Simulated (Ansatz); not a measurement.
**GeH2O2: how energies converge with the basis set**

Aim: see how fast density functionals converge with the basis set for GeH2O2.

The runs use Ansatz 0.2.0, Gaussian basis; one geometry, several basis sets.

The runs, in order: PBE0-D4/def2-SVP; ωB97M-V/def2-SVP; PBE0-D4/def2-QZVPP; ωB97M-V/def2-QZVPP; the functionals' def2-TZVPP values are taken from earlier runs.

## Step 1: The relaxed structure

The geometry comes from an earlier relaxation with PBE0-D4 in a triple-zeta def2 set; it is a stationary point.

SMILES `[OH][Ge][OH]`, 5 atoms, charge 0, spin multiplicity 1.

Atoms are counted from 1 here; the program's logs count them from 0.

Bond lengths: O1–Ge2 1.790 Å, O1–H4 0.961 Å, Ge2–O3 1.790 Å, O3–H5 0.961 Å. Angles: Ge2–O1–H4 118.8°, O1–Ge2–O3 102.4°, Ge2–O3–H5 118.8°.

## Step 2: PBE0-D4 in def2-SVP

File in.yaml:

```yaml
crystal:
  periodic: [false, false, false]
  atoms:
    - {symbol: O, position_ang: [-1.341020, -0.099502, -0.377435]}
    - {symbol: Ge, position_ang: [-0.316413, -0.895774, 0.855294]}
    - {symbol: O, position_ang: [1.281876, -0.142306, 0.570231]}
    - {symbol: H, position_ang: [-0.940946, 0.550828, -0.961511]}
    - {symbol: H, position_ang: [1.366402, 0.513153, -0.127881]}
basis:
  gaussian: {orbitals: def2-SVP}
hamiltonian: {xc: pbe0, dispersion: d4}
output: {orbitals: {seedname: orbitals}}
```

Started as:

```sh
ansatz run in.yaml --threads 2 --pin off --events-out ev --progress --plain --max-ram 32768MiB --backend cpu
```

Further steps of the session: ωB97M-V in def2-SVP; PBE0-D4 in def2-QZVPP; ωB97M-V in def2-QZVPP.

**Question.** What will the summary of the whole plan be? Wanted: PBE0-D4: double and triple zeta above quadruple; ωB97M-V: double and triple zeta above quadruple.

The runs gave:

| quantity | value |
| --- | --- |
| PBE0-D4: double and triple zeta above quadruple | 13.99, 1.48 eV |
| ωB97M-V: double and triple zeta above quadruple | 14.04, 1.44 eV |

**Reading.** PBE0-D4 gains 12.50 eV from double to triple zeta, then 1.48 eV more. These are total energies; as a rule much of such shifts cancels in differences, which this series doesn't test.
